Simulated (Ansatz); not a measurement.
What does this script print? It uses the Ansatz DFT code, driven from Python.

Script `md.py`:
```python
import ansatz
from ase import Atoms
from ase.neighborlist import neighbor_list
import numpy as np


def main() -> None:
    sral2 = (
        ansatz.Lattice.fcc(8.257494)
        .space_group(227, origin_choice=1)
        .atom('Sr', [0.0, 0.0, 0.5])
        .atom('Al', [0.125, 0.125, 0.125])
        .primitive()
    )

    job = (
        sral2.calculation()
        .functional('pbesol')
        .basis(17 * ansatz.Ha)
        .kpoints(2, 2, 2)
        .occupations('Gaussian', width=0.05)
        .md('nve', timestep=2.0, steps=10, temperature=300, initial_velocities='maxwell_boltzmann', seed=125)
    )
    steps = []


    def follow(event):
        if event['event'] != 'md_step':
            return
        row = event['data']
        steps.append(row)
        print(f't = {row["time_fs"]:6.1f} fs  E_pot = {row["lagrangian_ev"]:.4f} eV  E_kin = {row["e_kin_ev"]:.4f} eV  T = {row["temperature_k"]:7.1f} K')


    result = job.session().plan(threads=1).execute(on_event=follow)
    r = result.report

    temperature = np.array([s['temperature_k'] for s in steps])
    print(f'mean temperature of the second half {temperature[len(steps) // 2 :].mean():.1f} K')

    with open('trajectory.xyz', 'w') as handle:
        for s in steps[::5]:
            handle.write(f'{len(s["positions_ang"])}\nt = {s["time_fs"]} fs\n')
            for site, xyz in zip(result.lattice.sites, s['positions_ang']):
                handle.write('{} {:.4f} {:.4f} {:.4f}\n'.format(site.symbol, *xyz))

    symbols = [site.symbol for site in result.lattice.sites]
    pairs = np.concatenate([neighbor_list('d', Atoms(symbols, positions=s['positions_ang'], cell=result.lattice.cell_ang, pbc=True), 4.5) for s in steps[len(steps) // 2 :]])
    counts, edges = np.histogram(pairs, bins=np.arange(0.5, 4.51, 0.25))
    for low, count in zip(edges, counts / (len(symbols) * len(steps[len(steps) // 2 :]))):
        print(f'{low:4.2f}-{low + 0.25:4.2f} A  {count:6.2f} neighbours an atom')

    print('last positions (A) and velocities (A/fs)')
    for site, xyz, vel in zip(result.lattice.sites, steps[-1]['positions_ang'], steps[-1]['velocities_ang_fs']):
        print(f'{site.symbol:2s}', ' '.join(f'{v:8.4f}' for v in xyz), ' ', ' '.join(f'{v:9.5f}' for v in vel))


if __name__ == '__main__':
    main()
```

```console
$ python md.py
DeckWarning: md: disabling space-group detection — thermal motion breaks the input geometry's symmetry, so no spatial operation reduces the k-mesh or symmetrises the density; time reversal is kept, so that k and −k are solved as one point where they differ and the mesh holds both, and exact exchange and, on two spinor [...]
t =    0.0 fs  E_pot = -9083.6535 eV  E_kin = 0.1939 eV  T =   300.0 K
t =    2.0 fs  E_pot = -9083.6536 eV  E_kin = 0.1940 eV  T =   300.1 K
t =    4.0 fs  E_pot = -9083.6539 eV  E_kin = 0.1942 eV  T =   300.5 K
t =    6.0 fs  E_pot = -9083.6542 eV  E_kin = 0.1945 eV  T =   301.0 K
t =    8.0 fs  E_pot = -9083.6545 eV  E_kin = 0.1948 eV  T =   301.4 K
t =   10.0 fs  E_pot = -9083.6547 eV  E_kin = 0.1950 eV  T =   301.7 K
t =   12.0 fs  E_pot = -9083.6546 eV  E_kin = 0.1949 eV  T =   301.6 K
t =   14.0 fs  E_pot = -9083.6542 eV  E_kin = 0.1945 eV  T =   300.9 K
t =   16.0 fs  E_pot = -9083.6533 eV  E_kin = 0.1936 eV  T =   299.5 K
t =   18.0 fs  E_pot = -9083.6519 eV  E_kin = 0.1922 eV  T =   297.3 K
t =   20.0 fs  E_pot = -9083.6500 eV  E_kin = 0.1903 eV  T =   294.4 K
mean temperature of the second half 299.2 K
0.50-0.75 A    0.00 neighbours an atom
0.75-1.00 A    0.00 neighbours an atom
1.00-1.25 A    0.00 neighbours an atom
1.25-1.50 A    0.00 neighbours an atom
1.50-1.75 A    0.00 neighbours an atom
1.75-2.00 A    0.00 neighbours an atom
2.00-2.25 A    0.00 neighbours an atom
2.25-2.50 A    0.00 neighbours an atom
2.50-2.75 A    0.00 neighbours an atom
2.75-3.00 A    3.67 neighbours an atom
3.00-3.25 A    0.33 neighbours an atom
3.25-3.50 A    7.67 neighbours an atom
3.50-3.75 A    1.67 neighbours an atom
3.75-4.00 A    0.00 neighbours an atom
4.00-4.25 A    0.00 neighbours an atom
4.25-4.50 A    0.00 neighbours an atom
last positions (A) and velocities (A/fs)
Sr   4.1410   4.1366   4.0655     0.00067   0.00028  -0.00350
Sr   6.1880   6.2080   6.2445    -0.00035   0.00074   0.00297
Al   1.0073   0.9443   1.0129    -0.00114  -0.00345  -0.00065
Al   0.9845   3.0092   3.0841    -0.00235  -0.00417  -0.00064
Al   3.1614   1.1066   3.1429     0.00297   0.00353   0.00189
Al   3.0812   3.1234   1.0563    -0.00052   0.00076   0.00111
```
(Warnings from the package without file and line, shortened.)

File `trajectory.xyz` afterwards:
```text
6
t = 0.0 fs
Sr 4.1287 4.1287 4.1287
Sr 6.1931 6.1931 6.1931
Al 1.0322 1.0322 1.0322
Al 1.0322 3.0966 3.0966
Al 3.0966 1.0322 3.0966
Al 3.0966 3.0966 1.0322
6
t = 10.0 fs
Sr 4.1346 4.1331 4.0987
Sr 6.1909 6.2006 6.2170
Al 1.0196 0.9846 1.0214
Al 1.0083 3.0522 3.0903
Al 3.1298 1.0700 3.1213
Al 3.0878 3.1122 1.0446
6
t = 20.0 fs
Sr 4.1410 4.1366 4.0655
Sr 6.1880 6.2080 6.2445
Al 1.0073 0.9443 1.0129
Al 0.9845 3.0092 3.0841
Al 3.1614 1.1066 3.1429
Al 3.0812 3.1234 1.0563
```

Total energies depend on the potentials; only differences at equal settings carry meaning. A total without «per atom» is that of the whole cell that was run. For a metal this mesh is far too coarse, so the numbers only illustrate the procedure. The structure comes from a database of computed cells and needn't be a stable or known phase. A small cell, a coarse mesh and a very short run: it shows the set-up and gives no equilibrium averages. Finished in 18 s on 1 thread of Arm Neoverse V1, on a shared host, peak memory 0.5 GiB.
